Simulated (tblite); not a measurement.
# C7H15NOSi: the cost of one run

The runs use tblite 0.8.0 and PySCF 2.14.0, with density-fitted response routines of our own; the level of theory stands in each step. All values are computed, except where a source is named. Atoms count from 0, in the outputs and in this text.

### 1 The molecule as given

25 atoms, charge 0, multiplicity 1; geometry from: force field or distance geometry start.

Bonds of the start (Å): C0–C1 1.34, C1–O2 1.37, O2–Si3 1.73, Si3–N4 1.75, N4–C5 1.44, C5–C6 1.52, C6–C7 1.52, C7–C8 1.52, C8–C9 1.51, C8–N4 1.46, C0–H10 1.07, C0–H11 1.09, C1–H12 1.09, Si3–H13 1.50, Si3–H14 1.46, C5–H15 1.11, C5–H16 1.09, C6–H17 1.10, C6–H18 1.09, C7–H19 1.11, C7–H20 1.10, C8–H21 1.11, C9–H22 1.10, C9–H23 1.11, C9–H24 1.10.

### 2 Optimising the geometry with GFN2-xTB

What the job is given:

```
{"job": {"kind": "relax", "xc": "GFN2-xTB", "basis": "xTB"}, "charge": 0, "multiplicity": 1}
C      4.111100     0.262200     0.321500
C      3.483300     1.447500     0.304800
O      2.270300     1.496200    -0.328900
Si     1.213900     0.128400    -0.266900
N     -0.416600     0.463900     0.272100
C     -1.314800     1.096400    -0.657200
C     -2.595800     1.051400     0.167500
C     -2.609700    -0.424400     0.538000
C     -1.132200    -0.759500     0.616000
C     -0.864100    -1.859400    -0.378300
H      5.055600     0.102000     0.792500
H      3.622100    -0.576500    -0.163700
H      3.921500     2.312700     0.799900
H      1.810500    -0.770800     0.778200
H      1.335100    -0.603600    -1.523900
H     -1.087200     2.171800    -0.808100
H     -1.528200     0.548500    -1.572600
H     -2.399100     1.625900     1.085200
H     -3.489800     1.357300    -0.383500
H     -3.064500    -0.625600     1.526600
H     -3.073600    -1.003000    -0.272500
H     -0.796400    -0.989800     1.647700
H     -0.130600    -2.582400     0.020100
H     -0.517700    -1.463500    -1.359900
H     -1.813800    -2.381600    -0.588200
```

Launch:

```sh
OMP_NUM_THREADS=1 python probes_run.py task.json out
```

The driver reads the jobs from task.json and runs them one after another.

**Question.** How long does this first job take on 1 thread of Arm Neoverse V1, shared host?

About 1.4 s.
